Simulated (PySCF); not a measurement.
# C2H5Cl2FSi: electronic excitations and core binding energies

Aim: predict the electronic excitations and core binding energies of C2H5Cl2FSi (`F[C@@H](Cl)[SiH2]CCl`).

Programs: PySCF 2.14.0, with density-fitted response routines of our own. Each step states its level of theory. These are calculated values for one molecule in the gas phase, unless marked as measured. Atoms count from 0, in the outputs and in this text.

## Step 1: The molecule as given

11 atoms, charge 0, multiplicity 1; geometry from: GFN2-xTB.

Bonds of the start (Å): F0–C1 1.36, C1–Cl2 1.79, C1–Si3 1.93, Si3–C4 1.91, C4–Cl5 1.79, C1–H6 1.09, Si3–H7 1.46, Si3–H8 1.46, C4–H9 1.09, C4–H10 1.09.

## Step 2: Excited states and response: B3LYP/def2-SVPD

The job: settings as JSON, then the geometry in Å.

```
{"job": {"kind": "uv", "xc": "B3LYP", "basis": "def2-SVPD", "nstates": 8, "ntriplets": 3}, "charge": 0, "multiplicity": 1}
F     -2.630024     0.467022     0.277440
C     -1.454190    -0.218421     0.374986
Cl    -1.644582    -1.769352    -0.492811
Si    -0.016068     0.764546    -0.457962
C      1.557179    -0.259817    -0.119163
Cl     1.800562    -0.306050     1.651867
H     -1.322249    -0.460720     1.433064
H     -0.293892     0.824809    -1.890241
H      0.072126     2.066727     0.198889
H      2.450261     0.185793    -0.547477
H      1.486302    -1.291867    -0.454555
```

Level: TDDFT B3LYP/def2-SVPD, vertical, gas phase, core orbitals frozen in the response.

Started as:

```sh
> OMP_NUM_THREADS=1 python probes_run.py task.json out
```

The driver reads the jobs from task.json and runs them one after another.

**Question.** This job is followed by: delta-SCF UKS SCAN, pcX-2 on the ionised atom, pcseg-1 elsewhere, spin-free X2C. What will the session give for the following? lowest singlet (B3LYP/def2-SVPD); brightest single state of those computed; lowest triplet; surface potential, 1st and 99th percentile; C1s binding energies, SCAN/pcX-2; Cl1s binding energies, SCAN/pcX-2; Cl2p binding energies, SCAN/pcX-2; F1s binding energies, SCAN/pcX-2; Si1s binding energies, SCAN/pcX-2; Si2p binding energies, SCAN/pcX-2.

**Answer**, as computed:

| quantity | value |
| --- | --- |
| lowest singlet (B3LYP/def2-SVPD) | 6.52 eV (190 nm), f = 0.022 |
| brightest single state of those computed | state 2, 6.70 eV, f = 0.029 |
| lowest triplet | 5.93 eV |
| surface potential, 1st and 99th percentile | -0.76 V and 1.50 V |
| C1s binding energies, SCAN/pcX-2 | C1 294.17, C4 292.18 eV |
| Cl1s binding energies, SCAN/pcX-2 | Cl5 2828.91, Cl2 2828.91 eV |
| Cl2p binding energies, SCAN/pcX-2 | Cl2 206.87, Cl5 206.86 eV |
| F1s binding energies, SCAN/pcX-2 | F0 693.01 eV |
| Si1s binding energies, SCAN/pcX-2 | Si3 1847.14 eV |
| Si2p binding energies, SCAN/pcX-2 | Si3 107.62 eV |

**Reading.** The lowest singlet, at 6.52 eV, is HOMO→LUMO 0.84 and is weak; of the 8 states computed, the strongest absorption comes from state 2 at 6.70 eV. The lowest triplet lies 0.59 eV below the lowest singlet (triplets in Tamm-Dancoff, singlets in full TDDFT). By nearest atom (B3LYP/def2-SVPD), the HOMO sits on Cl2, Cl5 about 28 % each; C1 11 % and the LUMO on Cl5 20 %; H7, H9 about 12 % each. The C1s levels kept as sound span 2.00 eV, from C4 (sp3 CH2 bonded to Cl and Si) up to C1 (sp3 CH bonded to Cl and F and Si). The Cl1s levels computed lie within 0.00 eV of one another, too close to rank. The Cl2p levels computed lie within 0.00 eV of one another, too close to rank.
